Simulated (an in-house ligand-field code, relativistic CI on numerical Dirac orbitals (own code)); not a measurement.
**d8 in a ligand field: terms for several parameter sets**

Aim: the terms of a d8 shell from Racah B and C, spin-orbit ζ and the field, by exact diagonalisation.

Program: an in-house ligand-field code version 1. Level of theory: parametric ligand-field model of a d^n configuration (Racah B and C, spin-orbit zeta, crystal field), exact diagonalisation. These are calculated values, not measurements, unless marked.

**1. The system**

| Property | Result |
| --- | --- |
| shell | d8 |
| set 1 (cm⁻¹) | B = 850, C = 3720, ζ = 700, Td, 10Dq = -7000 |
| set 2 (cm⁻¹) | B = 900, C = 3270, ζ = 4200, Oh, 10Dq = 20550 |
| set 3 (cm⁻¹) | B = 870, C = 4020, ζ = 650, Oh, 10Dq = 7800 |
| set 4 (cm⁻¹) | B = 810, C = 2950, ζ = 950, Oh, 10Dq = 30600 |
| set 5 (cm⁻¹) | B = 910, C = 3380, ζ = 550, Oh, 10Dq = 28050 |
| set 6 (cm⁻¹) | B = 450, C = 1780, ζ = 2950, Oh, 10Dq = 26450 |
| set 7 (cm⁻¹) | B = 1030, C = 4170, ζ = 180, Oh, 10Dq = 29400 |
| set 8 (cm⁻¹) | B = 460, C = 2080, ζ = 330, Oh, 10Dq = 23800 |

**2. Set 1**

Input settings:

```ini
n = 8
racah_B = 850  # cm-1
racah_C = 3720  # cm-1
zeta = 700  # cm-1
symmetry = Td
field = {"10Dq": -7000}  # cm-1
```

Main fields of the result record, rounded:

```text
{
  "status": "converged",
  "terms [E_cm, degeneracy, irrep, S, n_eg]": [
    [0, 1, "A1", 0.9994, 3.902],
    [444.07556, 3, "T1", 0.9996, 3.895],
    [1252.4117, 2, "E", 0.9979, 3.876],
    [1424.9711, 3, "T2", 0.9986, 3.903],
    [6968.4623, 3, "T1", 0.9997, 3.011],
    [7071.8714, 3, "T2", 0.9885, 3.009],
    [7097.5492, 2, "E", 0.9978, 3.036],
    [7432.4324, 1, "A2", 1, 3],
    [13683.79, 3, "T2", 0.5317, 3.095],
    [14378.745, 2, "E", 0.1006, 3.872],
    [14476.825, 3, "T2", 0.7334, 2.747],
    [18662.251, 3, "T2", 0.9735, 3.122],
    [18739.745, 2, "E", 0.9635, 3.128],
    [19211.607, 3, "T1", 0.9999, 3.094],
    [19435.417, 1, "A1", 0.9952, 3.103],
    [22604.886, 3, "T2", 0.03044, 3.125],
    [24364.869, 1, "A1", 0.01078, 3.3],
    [24745.585, 3, "T1", 0.002458, 3],
    [29023.711, 2, "E", 0.01051, 2.088],
    [52309.443, 1, "A1", 0.005139, 2.695]
  ],
  "n_levels_all": 20
}
```

It took 0.049 s on 1 thread, shared host.

**3. Set 2**

Input settings:

```ini
n = 8
racah_B = 900  # cm-1
racah_C = 3270  # cm-1
zeta = 4200  # cm-1
symmetry = Oh
field = {"10Dq": 20550}  # cm-1
```

From the record:

```text
{
  "status": "converged",
  "terms [E_cm, degeneracy, irrep, S, n_eg]": [
    [0, 3, "T2", 0.9927, 2.073],
    [11816.458, 2, "E", 0.3451, 2.247],
    [19554.225, 3, "T1", 0.9806, 3.057],
    [19829.205, 2, "E", 0.9182, 2.967],
    [21682.298, 1, "A1", 0.5304, 2.547],
    [22577.458, 3, "T2", 0.9495, 2.994],
    [24612.599, 1, "A2", 1, 3],
    [30998.803, 3, "T1", 0.9801, 3.176],
    [31869.436, 3, "T2", 0.9134, 2.991],
    [32686.119, 1, "A1", 0.7054, 2.929],
    [34430.115, 2, "E", 0.8892, 2.904],
    [34764.207, 3, "T2", 0.4679, 3.194],
    [40390.768, 3, "T1", 0.173, 3.005],
    [46251.493, 1, "A1", 0.9447, 3.688],
    [48396.602, 3, "T1", 0.9711, 3.762],
    [49298.458, 2, "E", 0.9776, 3.92],
    [50398.154, 3, "T2", 0.817, 3.788],
    [59618.761, 2, "E", 0.1413, 3.962],
    [59996.341, 3, "T2", 0.2085, 3.959],
    [81410.488, 1, "A1", 0.131, 3.836]
  ],
  "n_levels_all": 20
}
```

Run time: 0.043 s. Hardware: 1 thread, shared host.

**4. Set 3**

Input settings:

```ini
n = 8
racah_B = 870  # cm-1
racah_C = 4020  # cm-1
zeta = 650  # cm-1
symmetry = Oh
field = {"10Dq": 7800}  # cm-1
```

From the record:

```text
{
  "status": "converged",
  "terms [E_cm, degeneracy, irrep, S, n_eg]": [
    [0, 3, "T2", 0.9995, 2.013],
    [7508.3105, 2, "E", 0.9939, 3.007],
    [7674.3482, 3, "T1", 0.9996, 3.009],
    [8087.3278, 3, "T2", 0.9987, 2.995],
    [8247.0095, 1, "A2", 1, 3],
    [12245.246, 1, "A1", 0.9972, 3.535],
    [12772.489, 3, "T1", 0.9993, 3.513],
    [13158.845, 2, "E", 0.8178, 3.097],
    [13581.823, 3, "T2", 0.9992, 3.472],
    [15120.904, 2, "E", 0.3865, 2.442],
    [21467.158, 3, "T2", 0.3451, 3.183],
    [23122.52, 1, "A1", 0.06894, 2.436],
    [23370.415, 2, "E", 0.9968, 3.515],
    [23810.711, 3, "T1", 0.9979, 3.473],
    [23868.215, 3, "T2", 0.8374, 3.425],
    [24037.96, 1, "A1", 0.9768, 3.426],
    [26435.49, 3, "T1", 0.009419, 3.004],
    [32171.574, 2, "E", 0.00536, 3.939],
    [32572.533, 3, "T2", 0.004971, 3.912],
    [58567.312, 1, "A1", 0.004001, 3.602]
  ],
  "n_levels_all": 20
}
```

It took 0.041 s on 1 thread, shared host.

**5. Set 4**

Input settings:

```ini
n = 8
racah_B = 810  # cm-1
racah_C = 2950  # cm-1
zeta = 950  # cm-1
symmetry = Oh
field = {"10Dq": 30600}  # cm-1
```

From the record:

```text
{
  "status": "converged",
  "terms [E_cm, degeneracy, irrep, S, n_eg]": [
    [0, 3, "T2", 0.9997, 2.002],
    [12207.954, 2, "E", 0.01111, 2.01],
    [22864.202, 1, "A1", 0.01435, 2.06],
    [30352.682, 2, "E", 0.9978, 3],
    [30364.59, 3, "T1", 0.999, 3.001],
    [30874.425, 3, "T2", 0.9985, 3],
    [31153.767, 1, "A2", 1, 3],
    [39371.934, 3, "T2", 0.9914, 3.028],
    [39449.824, 3, "T1", 0.9973, 3.047],
    [39496.245, 2, "E", 0.9974, 3.027],
    [39519.687, 1, "A1", 0.9948, 3.052],
    [42814.818, 3, "T2", 0.03534, 3.013],
    [46332.833, 3, "T1", 0.01285, 3],
    [64107.604, 1, "A1", 0.9977, 3.943],
    [64462.822, 3, "T1", 0.9993, 3.951],
    [64987.307, 2, "E", 0.9986, 3.968],
    [65004.951, 3, "T2", 0.9943, 3.966],
    [74669.648, 2, "E", 0.007081, 3.995],
    [74801.477, 3, "T2", 0.01144, 3.991],
    [92588.577, 1, "A1", 0.007908, 3.945]
  ],
  "n_levels_all": 20
}
```

It took 0.037 s on 1 thread, shared host.

**6. Set 5**

Input settings:

```ini
n = 8
racah_B = 910  # cm-1
racah_C = 3380  # cm-1
zeta = 550  # cm-1
symmetry = Oh
field = {"10Dq": 28050}  # cm-1
```

From the record:

```text
{
  "status": "converged",
  "terms [E_cm, degeneracy, irrep, S, n_eg]": [
    [0, 3, "T2", 0.9999, 2.001],
    [13842.907, 2, "E", 0.005943, 2.009],
    [25514.633, 1, "A1", 0.008624, 2.08],
    [27916.122, 3, "T1", 0.9997, 3],
    [27917.496, 2, "E", 0.9987, 2.999],
    [28204.256, 3, "T2", 0.9996, 3],
    [28353.5, 1, "A2", 1, 3],
    [37574.442, 3, "T1", 0.9992, 3.069],
    [37578.176, 1, "A1", 0.997, 3.073],
    [37613.942, 3, "T2", 0.9986, 3.054],
    [37651.93, 2, "E", 0.999, 3.053],
    [41767.74, 3, "T2", 0.008781, 3.014],
    [45767.689, 3, "T1", 0.004034, 3],
    [60016.306, 1, "A1", 0.9993, 3.923],
    [60160.748, 3, "T1", 0.9997, 3.93],
    [60394.567, 2, "E", 0.9998, 3.945],
    [60406.515, 3, "T2", 0.998, 3.943],
    [71275.601, 2, "E", 0.001855, 3.994],
    [71443.549, 3, "T2", 0.003125, 3.988],
    [91989.886, 1, "A1", 0.002269, 3.923]
  ],
  "n_levels_all": 20
}
```

Run time: 0.037 s. Hardware: 1 thread, shared host.

**7. Set 6**

Input settings:

```ini
n = 8
racah_B = 450  # cm-1
racah_C = 1780  # cm-1
zeta = 2950  # cm-1
symmetry = Oh
field = {"10Dq": 26450}  # cm-1
```

From the record:

```text
{
  "status": "converged",
  "terms [E_cm, degeneracy, irrep, S, n_eg]": [
    [0, 3, "T2", 0.9956, 2.028],
    [6855.2303, 2, "E", 0.08328, 2.048],
    [13308.367, 1, "A1", 0.09913, 2.075],
    [25226.362, 2, "E", 0.9914, 3.016],
    [25458.445, 3, "T1", 0.9712, 3.019],
    [27030.49, 3, "T2", 0.9438, 3.006],
    [28782.876, 1, "A2", 1, 3],
    [31886.481, 3, "T2", 0.9043, 2.995],
    [32876.439, 3, "T1", 0.9688, 3.028],
    [33181.039, 2, "E", 0.9655, 2.978],
    [33339.541, 1, "A1", 0.958, 3.029],
    [34949.068, 3, "T2", 0.3595, 3.026],
    [36779.248, 3, "T1", 0.1673, 3.001],
    [52375.975, 1, "A1", 0.9543, 3.948],
    [54802.371, 3, "T1", 0.9943, 3.953],
    [56580.261, 3, "T2", 0.8783, 3.965],
    [56597.145, 2, "E", 0.9272, 3.974],
    [62649.604, 2, "E", 0.2079, 3.984],
    [62845.955, 3, "T2", 0.2538, 3.98],
    [73252.62, 1, "A1", 0.1328, 3.948]
  ],
  "n_levels_all": 20
}
```

Wall time 0.037 s (1 thread, shared host).

**8. Set 7**

Input settings:

```ini
n = 8
racah_B = 1030  # cm-1
racah_C = 4170  # cm-1
zeta = 180  # cm-1
symmetry = Oh
field = {"10Dq": 29400}  # cm-1
```

From the record:

```text
{
  "status": "converged",
  "terms [E_cm, degeneracy, irrep, S, n_eg]": [
    [0, 3, "T2", 1, 2],
    [16364.926, 2, "E", 0.0007487, 2.007],
    [29355.514, 3, "T1", 1, 3],
    [29356.194, 2, "E", 0.9998, 3],
    [29446.878, 3, "T2", 1, 3],
    [29492.903, 1, "A2", 1, 3],
    [29753.572, 1, "A1", 0.001234, 2.095],
    [39996.203, 1, "A1", 0.9996, 3.078],
    [40004.844, 3, "T1", 0.9999, 3.076],
    [40029.117, 3, "T2", 0.9999, 3.071],
    [40032.762, 2, "E", 0.9999, 3.071],
    [45568.209, 3, "T2", 0.0007057, 3.013],
    [50103.594, 3, "T1", 0.0003545, 3],
    [63572.231, 1, "A1", 1, 3.921],
    [63607.66, 3, "T1", 1, 3.924],
    [63673.499, 2, "E", 1, 3.929],
    [63675.158, 3, "T2", 0.9998, 3.928],
    [76627.133, 2, "E", 0.0001459, 3.993],
    [76828.055, 3, "T2", 0.0002409, 3.987],
    [101599.61, 1, "A1", 0.000177, 3.905]
  ],
  "n_levels_all": 20
}
```

It took 0.036 s on 1 thread, shared host.

**9. Set 8**

Input settings:

```ini
n = 8
racah_B = 460  # cm-1
racah_C = 2080  # cm-1
zeta = 330  # cm-1
symmetry = Oh
field = {"10Dq": 23800}  # cm-1
```

From the record:

```text
{
  "status": "converged",
  "terms [E_cm, degeneracy, irrep, S, n_eg]": [
    [0, 3, "T2", 0.9999, 2],
    [7781.5015, 2, "E", 0.001997, 2.003],
    [14629.233, 1, "A1", 0.002451, 2.041],
    [23712.535, 2, "E", 0.9996, 3],
    [23716.474, 3, "T1", 0.9997, 3],
    [23887.148, 3, "T2", 0.9996, 3],
    [23977.511, 1, "A2", 1, 3],
    [28913.131, 3, "T2", 0.9976, 3.016],
    [28936.301, 2, "E", 0.9995, 3.016],
    [28985.742, 3, "T1", 0.9993, 3.021],
    [29023.687, 1, "A1", 0.9991, 3.023],
    [31552.96, 3, "T2", 0.00918, 3.005],
    [33498.636, 3, "T1", 0.003253, 3],
    [49132.353, 1, "A1", 0.9994, 3.976],
    [49264.194, 3, "T1", 0.9999, 3.979],
    [49493.801, 2, "E", 0.9995, 3.983],
    [49495.369, 3, "T2", 0.9987, 3.983],
    [55978.419, 2, "E", 0.002055, 3.998],
    [56031.46, 3, "T2", 0.003013, 3.996],
    [67359.773, 1, "A1", 0.00205, 3.96]
  ],
  "n_levels_all": 20
}
```

Run time: 0.037 s. Hardware: 1 thread, shared host.

**10. The sets side by side**

| set | 10Dq/B (size) | lowest | S | electrons in z² and x²-y² | next level (cm⁻¹) |
| --- | --- | --- | --- | --- | --- |
| 1: Td | 8.2 | A1 | 1.00 | 3.90 | T1 444 |
| 2: Oh | 22.8 | T2 | 0.99 | 2.07 | E 11816 |
| 3: Oh | 9.0 | T2 | 1.00 | 2.01 | E 7508 |
| 4: Oh | 37.8 | T2 | 1.00 | 2.00 | E 12208 |
| 5: Oh | 30.8 | T2 | 1.00 | 2.00 | E 13843 |
| 6: Oh | 58.8 | T2 | 1.00 | 2.03 | E 6855 |
| 7: Oh | 28.5 | T2 | 1.00 | 2.00 | E 16365 |
| 8: Oh | 51.7 | T2 | 1.00 | 2.00 | E 7782 |

**11. What came out**

```
                quantity                                                   value
lowest spin-orbit levels  1: A1, 2: T2, 3: T2, 4: T2, 5: T2, 6: T2, 7: T2, 8: T2
```

8 of 8 sets have the highest spin that their shell allows, S = 1. A negative 10Dq stands for a tetrahedral field. With spin-orbit coupling the labels are those of spin-orbit levels, not of terms, and S is an average from the expectation value of its square. B, C and the field are free parameters here, not those of a compound.
